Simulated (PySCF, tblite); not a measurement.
**C₆H₁₂BNSi: geometry, infrared bands and NMR shifts**

Wanted: the infrared bands and NMR shifts of C₆H₁₂BNSi (`[SiH3]CBCn1cccc1`), by calculation.

Computed with tblite 0.8.0 and PySCF 2.14.0, with density-fitted response routines of our own, on a single molecule in the gas phase. Atoms count from 0, in the outputs and in this text.

**1. Starting geometry**

21 atoms, charge 0, multiplicity 1; geometry from: force field or distance geometry start.

Bonds of the start (Å): Si0–C1 1.88, C1–B2 1.57, B2–C3 1.61, C3–N4 1.48, N4–C5 1.34, C5–C6 1.37, C6–C7 1.38, C7–C8 1.38, C8–N4 1.34, Si0–H9 1.47, Si0–H10 1.46, Si0–H11 1.48, C1–H12 1.11, C1–H13 1.11, B2–H14 1.19, C3–H15 1.10, C3–H16 1.10, C5–H17 1.08, C6–H18 1.09, C7–H19 1.09, C8–H20 1.07.

**2. Optimising the geometry with GFN2-xTB**

Job settings and geometry (Å):

```
{"job": {"kind": "relax", "xc": "GFN2-xTB", "basis": "xTB"}, "charge": 0, "multiplicity": 1}
Si     2.339800    -0.374500     1.070800
C      1.919900    -0.606300    -0.744800
B      1.184000     0.675000    -1.281200
C     -0.370300     0.627600    -1.685900
N     -1.179500     0.291000    -0.497900
C     -1.584200     1.153300     0.447500
C     -2.263700     0.473300     1.430000
C     -2.264900    -0.855400     1.063400
C     -1.584900    -0.939700    -0.137500
H      3.190100     0.807100     1.235900
H      3.027100    -1.564700     1.573700
H      1.082500    -0.181200     1.832500
H      1.273600    -1.504800    -0.833200
H      2.864400    -0.767700    -1.313100
H      1.740700     1.722600    -1.316300
H     -0.520400    -0.139800    -2.460800
H     -0.677700     1.611300    -2.077000
H     -1.375700     2.211400     0.443200
H     -2.701200     0.894700     2.335300
H     -2.708800    -1.681100     1.610400
H     -1.399900    -1.835300    -0.695500
```

Started as:

```bash
$ OMP_NUM_THREADS=1 python probes_run.py task.json out
```

The driver reads the jobs from task.json and runs them one after another.

**Question.** This job is followed by: GFN2-xTB harmonic vibrations, gas phase; GIAO PBE0/pcSseg-1 NMR shielding, non-relativistic, gas phase. Predict these results of the whole session: strongest single infrared mode (GFN2-xTB); zero-point energy (GFN2-xTB); ¹³C shifts against TMS (PBE0/pcSseg-1, means over atoms taken as alike); ¹H shifts against TMS (PBE0/pcSseg-1, means over atoms taken as alike); ²⁹Si shifts against TMS (PBE0/pcSseg-1); ¹¹B shifts against BF3·OEt2 (PBE0/pcSseg-1); ¹⁵N shifts against NH3 (PBE0/pcSseg-1).

The runs gave:

```
                                                               quantity                                   value
                              strongest single infrared mode (GFN2-xTB)                   2242 cm⁻¹, 379 km/mol
                                           zero-point energy (GFN2-xTB)                          101.2 kcal/mol
¹³C shifts against TMS (PBE0/pcSseg-1, means over atoms taken as alike)            124.2, 113.9, 55.8, 17.2 ppm
 ¹H shifts against TMS (PBE0/pcSseg-1, means over atoms taken as alike)  7.57, 6.44, 6.42, 4.30, 3.84, 1.53 ppm
                                ²⁹Si shifts against TMS (PBE0/pcSseg-1)                               -78.7 ppm
                            ¹¹B shifts against BF3·OEt2 (PBE0/pcSseg-1)                                83.2 ppm
                                 ¹⁵N shifts against NH3 (PBE0/pcSseg-1)                               182.4 ppm
```

The optimisation took 167 steps and gained 0.284 eV; among the close pairs (by a distance rule), Si0–C1 changed most, from 1.878 to 1.921 Å. No mode is imaginary among the 57: a minimum at this level. The strongest single mode, at 2242 cm⁻¹, moves mainly H9. Unscaled tight-binding wavenumbers are off by several per cent, some by more. Its intensities can rank the bands wrongly. At PBE0/pcSseg-1: The largest span, 198 ppm, is at N4, where the paramagnetic term is -246 ppm. NICS(1)zz of -31 ppm above the planar ring from N4 marks a diatropic (aromatic) ring current.
